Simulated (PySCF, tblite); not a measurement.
# ClGeHO, a cluster model of a defect: NMR shifts, core binding energies and electronic excitations

Wanted: the NMR shifts, core binding energies and electronic excitations for `[OH][Ge][Cl]`. It is drawn as: twofold Ge.

Programs: tblite 0.8.0 and PySCF 2.14.0. All values are calculated, for the isolated system unless a continuum is named. Atoms count from 0, parts from 1.

## (1) Starting point

4 atoms, charge 0, multiplicity 1; geometry: distance geometry start.

## (2) Geometry optimisation with GFN2-xTB

Job settings and geometry (Å):

```
{"job": {"kind": "relax", "xc": "GFN2-xTB", "basis": "xTB"}, "charge": 0, "multiplicity": 1}
Ge     0.415800     0.953065    -0.142036
O     -1.162306     0.213716     0.266650
Cl     2.008017    -0.509999     0.076752
H     -1.219089    -0.682678    -0.174229
```

With the program's defaults for keys left out, this is: GFN2-xTB geometry optimisation, gas phase.

Run with:

```
$ OMP_NUM_THREADS=1 python cluster_run.py task.json out
```

One launch serves the whole session: the jobs run in the order shown.

Standard output:

```text
step      E/eV     max force
  0    -303.79921    2.308
  1    -303.87546    0.776
  2    -303.90091    0.733
  3    -303.98728    0.648
  4    -304.00210    0.553
  5    -304.03873    0.489
  6    -304.04910    0.358
  7    -304.05288    0.336
  8    -304.06500    0.385
  9    -304.07423    0.414
 10    -304.08058    0.312
 11    -304.08408    0.202
 12    -304.08538    0.106
 13    -304.08614    0.081
 14    -304.08631    0.078
 15    -304.08639    0.034
 16    -304.08643    0.032
 17    -304.08657    0.066
 18    -304.08680    0.110
 19    -304.08712    0.138
 20    -304.08740    0.102
 21    -304.08752    0.028
 22    -304.08753    0.004
```

Run time: 0.4 s. Hardware: 1 thread of Arm Neoverse N1, shared host.

Step by step:

```
step  energy from step 0 (eV)  largest force (eV/Å)
   0                   0.0000                2.3076
   1                  -0.0762                0.7759
   2                  -0.1017                0.7337
   3                  -0.1881                0.6477
   4                  -0.2029                0.5534
   5                  -0.2395                0.4893
   6                  -0.2499                0.3581
   7                  -0.2537                0.3363
   8                  -0.2658                0.3859
   9                  -0.2750                0.4138
  10                  -0.2814                0.3121
  11                  -0.2849                0.2015
  12                  -0.2862                0.1059
  13                  -0.2869                0.0810
  14                  -0.2871                0.0783
  15                  -0.2872                0.0333
  16                  -0.2872                0.0325
  17                  -0.2874                0.0659
  18                  -0.2876                0.1097
  19                  -0.2879                0.1382
  20                  -0.2882                0.1019
  21                  -0.2883                0.0277
  22                  -0.2883                0.0044
```

Close pairs (by a distance rule), those that changed most:

```
   bond  before (Å)  after (Å)  change (Å)
  O1–H3       1.001      0.956      -0.044
 Ge0–O1       1.790      1.752      -0.038
Ge0–Cl2       2.173      2.186      +0.013
```

## (3) Optimising the geometry at PBE0-D3(BJ)/def2-SVP

Job settings and geometry (Å):

```
{"job": {"xc": "PBE0", "basis": "def2-SVP", "d3": "d3bj", "grid": 2, "kind": "geom", "shake": 0.01}, "charge": 0, "multiplicity": 1}
Ge     0.449778     1.073820    -0.015413
O     -1.075278     0.188037    -0.014682
Cl     1.852126    -0.544820     0.018197
H     -1.198864    -0.747182     0.001745
```

Standard output:

```text
step   0  E = -2612.13904987  max force = 0.025412
step   1  E = -2612.14216086  max force = 0.005878
step   2  E = -2612.14248680  max force = 0.001918
step   3  E = -2612.14250500  max force = 0.000493
step   4  E = -2612.14250690  max force = 0.000123
optimisation converged
```

Run time: 18 s. Hardware: 1 thread of Arm Neoverse N1, shared host; peak memory 0.34 GiB.

Relaxation path:

```
step  energy from step 0 (eV)  largest force component (eV/Å)
   0                   0.0000                          1.3067
   1                  -0.0847                          0.3023
   2                  -0.0935                          0.0986
   3                  -0.0940                          0.0254
   4                  -0.0941                          0.0063
```

Close pairs (by a distance rule), those that changed most:

```
   bond  before (Å)  after (Å)  change (Å)
Ge0–Cl2       2.142      2.221      +0.079
  O1–H3       0.943      0.968      +0.024
 Ge0–O1       1.764      1.773      +0.009
```

The final coordinates are the input of the step that follows.

```
                         at the end point                 value
  point group (found at 0.08 Å tolerance)                    Cs
rotational constants (GHz, main isotopes)  12.284, 3.721, 2.856
                        dipole moment (D)                  0.66
```

## (4) NMR shieldings: PBE0/pcSseg-2

Job settings and geometry (Å):

```
{"job": {"kind": "nmr", "xc": "PBE0", "basis": "pcSseg-2"}, "charge": 0, "multiplicity": 1}
Ge     0.512031     1.062271    -0.022216
O     -1.043320     0.211055    -0.032842
Cl     1.827965    -0.726874     0.014634
H     -0.974984    -0.753974    -0.020548
```

Method: GIAO PBE0/pcSseg-2 NMR shielding, non-relativistic, gas phase.

Standard output:

```text
coarse grid: 21384 points
cycle   1  E = -2612.5335723449  dE = -5.233e-01  |g| = 1.281e+00  |ddm| = 1.640e+00
cycle   2  E = -2611.8088207306  dE =  7.248e-01  |g| = 2.294e+00  |ddm| = 1.533e+00
cycle   3  E = -2612.6648870781  dE = -8.561e-01  |g| = 4.582e-01  |ddm| = 1.185e+00
cycle   4  E = -2612.7049412025  dE = -4.005e-02  |g| = 1.438e-01  |ddm| = 2.992e-01
cycle   5  E = -2612.7075400709  dE = -2.599e-03  |g| = 2.610e-02  |ddm| = 1.076e-01
cycle   6  E = -2612.7076783136  dE = -1.382e-04  |g| = 7.039e-03  |ddm| = 2.579e-02
cycle   7  E = -2612.7076896648  dE = -1.135e-05  |g| = 1.593e-03  |ddm| = 5.748e-03
cycle   8  E = -2612.7076901600  dE = -4.952e-07  |g| = 5.448e-04  |ddm| = 1.445e-03
final grid: 41368 points
cycle   9  E = -2612.7077001855  dE = -2.595e-08  |g| = 5.806e-04  |ddm| = 1.180e-03
cycle  10  E = -2612.7077001315  dE =  5.404e-08  |g| = 7.340e-04  |ddm| = 1.153e-03
cycle  11  E = -2612.7077002668  dE = -1.353e-07  |g| = 8.688e-05  |ddm| = 6.744e-04
cycle  12  E = -2612.7077002676  dE = -7.772e-10  |g| = 1.432e-05  |ddm| = 3.808e-05
converged SCF energy = -2612.7077002676

GIAO shielding tensors (ppm)
atom      isotropic    diamagn.    paramagn.     s11        s22        s33       span
  0 Ge    1043.008    2754.280   -1711.271    480.939   1231.095   1416.992    936.053
  1 O       56.256     384.768    -328.512   -227.438    192.917    203.290    430.728
  2 Cl     531.705    1148.552    -616.847     46.217    610.088    938.811    892.593
  3 H       24.614      30.860      -6.246     18.941     21.399     33.501     14.559
```

Wall time 20 s (1 thread of Arm Neoverse N1, shared host); peak memory 0.71 GiB.

Shifts follow as δ = σ(reference) − σ, with reference shieldings (ppm) from runs at the same level and on the same kind of geometry: ¹H TMS 31.25, ¹⁷O H2O 328.2, ⁷³Ge GeMe4 1337, ³⁵Cl HCl 941. The references are single molecules in the gas phase, so shifts against H2O, NH3, PH3, H3PO4 or CFCl3 are not on the usual liquid scales and can be off by tens of ppm.

```
atoms                         environment  σ (ppm)  δ (ppm)
   H3  hydrogen on an oxygen bonded to Ge    24.61     6.63
  Ge0           germanium bonded to Cl, O     1043      294
   O1              oxygen bonded to Ge, H     56.3    271.9
  Cl2               chlorine bonded to Ge      532      409
```

The run also stored atomic charges by several schemes (e):

```
atoms  Mulliken    IAO  Hirshfeld  ESP fit
  Ge0      0.57   0.72       0.40     0.37
   O1     -0.47  -0.73      -0.33    -0.49
  Cl2     -0.31  -0.35      -0.22    -0.24
```

Mayer bond orders: Ge0–O1 1.06, Ge0–Cl2 1.03.

Orbitals, density, ELF and potential are computed afterwards from the orbital file.

Frontier orbitals at PBE0/pcSseg-2, with the share of their density that lies nearest to each atom:

```
orbital  energy (eV)                      lies on
   HOMO        -8.18  Ge0 54 %; Cl2 33 %; O1 10 %
   LUMO        -2.45   Ge0 79 %; O1 10 %; Cl2 9 %
```

ELF in a plane through or near 4 of the atoms.

Ten even steps from '0' (0.00) to '9' (0.99):
```
0000000000000000000000000000
0000000003689885100000000000
0000000037999999410000000000
0000000379999999720000000000
0000000379986678510000000000
0000000268742234200000000000
0000000124235641111110000000
0000122223135631567763100000
0002456655315414778874100000
0014688888751137385985200000
0015788232772136767763100000
0015787464683016998530000000
0004688214883016998410000000
0002467889873002886200000000
0000135677762000111000000000
0000012455431000000000000000
0000000011100000000000000000
0000000000000000000000000000
0000000000000000000000000000
0000000000000000000000000000
```
The map spans 8.8 Å across and 7.5 Å up, centred on the molecule. Atoms in the plane (x, y in Å): Ge0 (-0.3, 1.1), O1 (1.1, 0.2), Cl2 (-1.8, -0.5), H3 (1.0, -0.8).

On the surface of density 0.002 e/bohr³ the electrostatic potential runs, from the 1st to the 99th percentile, from -1.12 V near O1 to 2.28 V near H3.

## (5) Core holes by ΔSCF: SCAN, X2C

Job settings and geometry (Å):

```
{"job": {"kind": "xps", "holes": 5}, "charge": 0, "multiplicity": 1}
Ge     0.512031     1.062271    -0.022216
O     -1.043320     0.211055    -0.032842
Cl     1.827965    -0.726874     0.014634
H     -0.974984    -0.753974    -0.020548
```

With the program's defaults for keys left out, this is: delta-SCF UKS SCAN, pcX-2 on the ionised atom, pcseg-1 elsewhere, spin-free X2C.

Standard output:

```text
ground state, core basis on atom 1 (O), 95 functions
  cycle   1  E = -2631.24032163  |g| = 8.97e-01
  cycle   2  E = -2629.54621480  |g| = 2.64e+00
  cycle   3  E = -2631.35319144  |g| = 3.67e-01
  cycle   4  E = -2631.38404776  |g| = 2.02e-01
  cycle   5  E = -2631.39889040  |g| = 4.32e-02
  cycle   6  E = -2631.39950318  |g| = 8.04e-03
  cycle   7  E = -2631.39951465  |g| = 2.15e-03
  cycle   8  E = -2631.39951962  |g| = 4.96e-04
  E(ground) = -2631.53700782 Eh
hole in O 1s of atom 1
  cycle   1  E = -2610.77052154  |g| = 2.23e+00
  cycle   2  E = -2609.84018773  |g| = 2.40e+00
  cycle   3  E = -2611.40079957  |g| = 5.66e-01
  cycle   4  E = -2611.01133097  |g| = 9.14e-01
  cycle   5  E = -2611.60356421  |g| = 8.20e-02
  cycle   6  E = -2611.60586824  |g| = 3.67e-02
  cycle   7  E = -2611.60679125  |g| = 8.06e-03
  cycle   8  E = -2611.60683950  |g| = 1.70e-03
  cycle   9  E = -2611.60684515  |g| = 7.22e-04
  cycle  10  E = -2611.60684580  |g| = 2.10e-04
  E(ion) = -2611.74577329 Eh   <S^2> = 0.7637   hole on atom = 1.000   binding energy = 538.547 eV
ground state, core basis on atom 2 (Cl), 106 functions
  cycle   1  E = -2631.55131078  |g| = 4.94e-01
  cycle   2  E = -2631.54339050  |g| = 2.21e-01
  cycle   3  E = -2631.51439223  |g| = 4.26e-01
  cycle   4  E = -2631.55314687  |g| = 1.97e-02
  cycle   5  E = -2631.55324216  |g| = 8.16e-03
  cycle   6  E = -2631.55325761  |g| = 2.89e-03
  cycle   7  E = -2631.55326089  |g| = 9.40e-04
  cycle   8  E = -2631.55326015  |g| = 1.50e-04
  E(ground) = -2631.67568297 Eh
hole in Cl 2p of atom 2
  cycle   1  E = -2623.49718149  |g| = 1.70e+00
  cycle   2  E = -2623.53392064  |g| = 1.25e+00
  cycle   3  E = -2623.87928972  |g| = 4.49e-01
  cycle   4  E = -2623.92139036  |g| = 3.43e-01
  cycle   5  E = -2623.96915441  |g| = 6.08e-02
  cycle   6  E = -2623.97143707  |g| = 1.30e-02
  cycle   7  E = -2623.97154195  |g| = 2.57e-03
  cycle   8  E = -2623.97154527  |g| = 8.27e-04
  cycle   9  E = -2623.97154651  |g| = 1.70e-04
  E(ion) = -2624.10413225 Eh   <S^2> = 0.7522   hole on atom = 1.001   binding energy = 206.032 eV
  2p3/2 = 205.461 eV   2p1/2 = 207.114 eV
```

It took 6.4 s on 1 thread of Arm Neoverse N1, shared host; peak memory 0.32 GiB.

The holes in one table. −ε is the ground-state orbital energy:

```
       hole  stands for             environment  ΔSCF (eV; 2p as the shell's mean)  −ε (eV)   ⟨S²⟩
  O1s on O1          O1  oxygen bonded to Ge, H                             538.55    517.3  0.764
Cl2p on Cl2         Cl2   chlorine bonded to Ge                             206.01    193.2  0.752
```

With the spin-orbit splitting: Cl2 2p3/2 205.46, 2p1/2 207.11 eV. The table gives each 2p level as the mean over the whole 2p shell (two parts 2p3/2, one part 2p1/2), which differs a little from the single hole in the log.

## (6) TDDFT and polarisability: CAM-B3LYP/def2-SVPD

Job settings and geometry (Å):

```
{"job": {"kind": "uv", "xc": "CAM-B3LYP", "basis": "def2-SVPD", "nstates": 6, "ntriplets": 2, "ip": true}, "charge": 0, "multiplicity": 1}
Ge     0.512031     1.062271    -0.022216
O     -1.043320     0.211055    -0.032842
Cl     1.827965    -0.726874     0.014634
H     -0.974984    -0.753974    -0.020548
```

With the program's defaults for keys left out, this is: TDDFT CAM-B3LYP/def2-SVPD, vertical, gas phase, core orbitals frozen in the response.

Standard output:

```text
coarse grid: 21384 points
cycle   1  E = -2612.6305654139  dE = -5.251e-01  |g| = 8.180e-01  |ddm| = 2.072e+00
cycle   2  E = -2612.4210902508  dE =  2.095e-01  |g| = 1.342e+00  |ddm| = 1.794e+00
cycle   3  E = -2612.7595787091  dE = -3.385e-01  |g| = 1.387e-01  |ddm| = 1.045e+00
cycle   4  E = -2612.7635817465  dE = -4.003e-03  |g| = 4.324e-02  |ddm| = 1.905e-01
cycle   5  E = -2612.7639405503  dE = -3.588e-04  |g| = 6.012e-03  |ddm| = 4.734e-02
cycle   6  E = -2612.7639506679  dE = -1.012e-05  |g| = 2.065e-03  |ddm| = 1.020e-02
cycle   7  E = -2612.7639518943  dE = -1.226e-06  |g| = 6.098e-04  |ddm| = 3.556e-03
final grid: 41368 points
cycle   8  E = -2612.7639038883  dE = -1.220e-07  |g| = 4.898e-04  |ddm| = 1.981e-03
cycle   9  E = -2612.7639038995  dE = -1.120e-08  |g| = 5.087e-04  |ddm| = 1.093e-03
cycle  10  E = -2612.7639039598  dE = -6.028e-08  |g| = 8.996e-05  |ddm| = 5.470e-04
cycle  11  E = -2612.7639039615  dE = -1.716e-09  |g| = 2.986e-05  |ddm| = 9.045e-05
cycle  12  E = -2612.7639039619  dE = -4.238e-10  |g| = 1.235e-05  |ddm| = 8.134e-05
converged SCF energy = -2612.7639039619

Static polarisability (au): isotropic 49.818, principal 39.420 48.036 61.998

Singlet excitations
state   eV       nm        f      main configurations
  1   4.7092    263.3   0.04206   H->L 0.98
  2   5.4796    226.3   0.00797   H-1->L 0.97
  3   5.8972    210.2   0.01353   H-2->L 0.92
  4   6.6844    185.5   0.00792   H-4->L 0.97
  5   6.9764    177.7   0.05108   H-3->L 0.69, H->L+1 0.13, H->L+2 0.11
  6   7.2234    171.6   0.22041   H->L+1 0.66, H-3->L 0.13

Triplet excitations (Tamm-Dancoff, eV): 3.3456 5.1747
Vertical ionisation energy (delta-SCF) = 10.7180 eV
Vertical electron affinity (delta-SCF) = 0.5525 eV
```

Wall time 46 s (1 thread of Arm Neoverse N1, shared host); peak memory 0.42 GiB.

The orbitals next to the gap, with their largest atomic shares:

```
orbital      eV                        atoms
 HOMO−3  -11.83  O1 69 %, Ge0 13 %, Cl2 12 %
 HOMO−2  -10.61   Cl2 78 %, O1 14 %, Ge0 6 %
 HOMO−1  -10.55   Cl2 76 %, O1 14 %, Ge0 9 %
   HOMO   -9.57  Ge0 50 %, Cl2 36 %, O1 13 %
   LUMO   -1.47  Ge0 70 %, O1 16 %, Cl2 14 %
 LUMO+1    0.52  Ge0 58 %, Cl2 23 %, O1 15 %
 LUMO+2    1.00  Ge0 37 %, Cl2 27 %, O1 26 %
```

With each of the 6 states as a Gaussian band of 0.4 eV half-width at 1/e, the curve within the window shown has maxima at 263 nm (ε 1,700), 214 nm (ε 690), 173 nm (ε 10,000) L/(mol cm). Beyond the last state computed it falls off for lack of states. The curve at chosen wavelengths:

nm, ε (L/mol/cm) and a bar:
```
      165       5408 ################
      170       9684 ##############################
      176       9570 ##############################
      181       6028 ##################
      187       2385 #######
      192        956 ##
      198        467 #
      203        501 #
      209        642 #
      214        690 ##
      219        658 #
      225        570 #
      230        512 #
      236        539 #
      241        688 ##
      247       1010 ###
      252       1325 ####
      257       1582 ####
      263       1711 #####
      268       1641 #####
      274       1389 ####
      279       1109 ###
      285        772 ##
      290        534 #
      296        319 
      301        197
```

Ground-state properties from the same run:

```
           property  computed
  dipole moment (D)      0.98
polarisability (Å³)      7.38
 HOMO–LUMO gap (eV)      8.10
      −ε(HOMO) (eV)      9.57
```

## (7) What came out

| quantity | value |
| --- | --- |
| point group | Cs |
| rotational constants (main isotopes) | 12.28, 3.72, 2.86 GHz |
| ¹H shifts against TMS (PBE0/pcSseg-2) | 6.63 ppm |
| ⁷³Ge shifts against GeMe4 (PBE0/pcSseg-2) | 294 ppm |
| ¹⁷O shifts against H2O (PBE0/pcSseg-2) | 271.9 ppm |
| ³⁵Cl shifts against HCl (PBE0/pcSseg-2) | 409 ppm |
| surface potential, 1st and 99th percentile | -1.12 V and 2.28 V |
| O1s binding energies, SCAN/pcX-2 | O1 538.55 eV |
| Cl2p binding energies, SCAN/pcX-2 | Cl2 206.01 eV |
| lowest singlet (CAM-B3LYP/def2-SVPD) | 4.71 eV (263 nm), f = 0.042 |
| brightest single state of those computed | state 6, 7.22 eV, f = 0.220 |
| lowest triplet | 3.35 eV |
| vertical ionisation energy (ΔSCF) | 10.72 eV |
| vertical electron affinity (ΔSCF) | 0.55 eV |

**Reading.** Over 4 steps the energy fell by 0.094 eV; of the close pairs, Ge0–Cl2 changed most, 2.142 to 2.221 Å (PBE0/def2-SVP). At PBE0/pcSseg-2, counted by nearest atom on the grid, the HOMO lies on Ge0 54 %; Cl2 33 %, the LUMO on Ge0 79 %; O1 10 %. The first singlet state (HOMO→LUMO 0.98) lies at 4.71 eV and is weak; of the 6 states computed, the strongest absorption comes from state 6 at 7.22 eV (the last computed, so partners may be missing). The lowest triplet lies 1.36 eV below the lowest singlet (triplets in Tamm-Dancoff, singlets in full TDDFT). ΔSCF puts the ionisation energy at 10.72 eV, 1.15 eV above −ε(HOMO). Spin-orbit coupling is left out, which matters for shieldings and couplings at and beside the heavy atoms.
